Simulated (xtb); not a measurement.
# WN2H4S2 (SMILES [NH2][W]([NH2])(=[S])=[S]) at GFN2-xTB

Aim: an optimisation with harmonic vibrations of WN2H4S2. 

The results are computed with xtb 6.7.1.

## Step 1: The structure to begin with

WN2H4S2 has 9 atoms, charge 0, and is taken as a singlet. SMILES: `[NH2][W]([NH2])(=[S])=[S]`. Geometry: a GFN2-xTB relaxation, a rough one for these elements and not checked as a minimum. This is one conformer, not always the lowest. The run starts from this shape.

Bond lengths: N1–W2 1.962 Å, W2–N3 1.962 Å, W2–S4 2.183 Å, W2–S5 2.182 Å, N1–H6 1.026 Å, N1–H7 1.026 Å, N3–H8 1.026 Å, N3–H9 1.026 Å. Some angles: N1–W2–N3 116.2°, N1–W2–S4 107.9°, N1–W2–S5 107.9°, N3–W2–S4 107.9°, N3–W2–S5 107.9°, S4–W2–S5 109.0°, W2–N1–H6 126.2°, W2–N1–H7 125.9°, W2–N3–H8 126.0°, W2–N3–H9 126.0°.

## Step 2: An optimisation with harmonic vibrations at GFN2-xTB

.CHRG reads:

```
0
```

.UHF reads:

```
0
```

mol.xyz reads:

```xyz
9
H4N2S2W
N     -1.13506     1.31036    -0.14719
W      0.19564    -0.09042    -0.49086
N      0.76815    -1.14129     1.06448
S     -0.64680    -1.47050    -1.95796
S      1.96415     0.86109    -1.34448
H     -2.15372     1.20873    -0.21812
H     -0.93224     2.29547     0.05755
H      0.36120    -2.03069     1.37493
H      1.57868    -0.94273     1.66165
```

Started as:

```sh
$ xtb mol.xyz --ohess vtight --gfn2 > run.log
```

What values should one expect? Wanted: total energy at the end; dipole moment; HOMO energy; LUMO energy; HOMO–LUMO gap; dispersion energy; mean polarisability; lowest harmonic wavenumber; highest harmonic wavenumber.

Computed results:

Level: GFN2-xTB.

| quantity | value |
| --- | --- |
| total energy at the end | -16.89749 Eh |
| dipole moment | 7.14 D |
| HOMO energy | -10.22 eV |
| LUMO energy | -8.33 eV |
| HOMO–LUMO gap | 1.89 eV |
| dispersion energy | -21.30 kJ/mol |
| mean polarisability (D4 model) | 111.5 bohr³ |
| lowest harmonic wavenumber | 133 cm⁻¹ |
| highest harmonic wavenumber | 3281 cm⁻¹ |
| zero-point energy | 127.1 kJ/mol |

What this shows: At the final geometry: Bond lengths: N1–W2 1.962 Å, W2–N3 1.962 Å, W2–S4 2.183 Å, W2–S5 2.183 Å, N1–H6 1.026 Å, N1–H7 1.026 Å, N3–H8 1.026 Å, N3–H9 1.026 Å. Some angles: N1–W2–N3 116.2°, N1–W2–S4 107.9°, N1–W2–S5 107.9°, N3–W2–S4 107.9°, N3–W2–S5 107.9°, S4–W2–S5 109.0°, W2–N1–H6 126.1°, W2–N1–H7 126.0°, W2–N3–H8 126.0°, W2–N3–H9 126.0°. All 21 modes are real, so the shape is a minimum at this level. Mulliken charges run from -0.38 on N1 to +0.60 on W2.
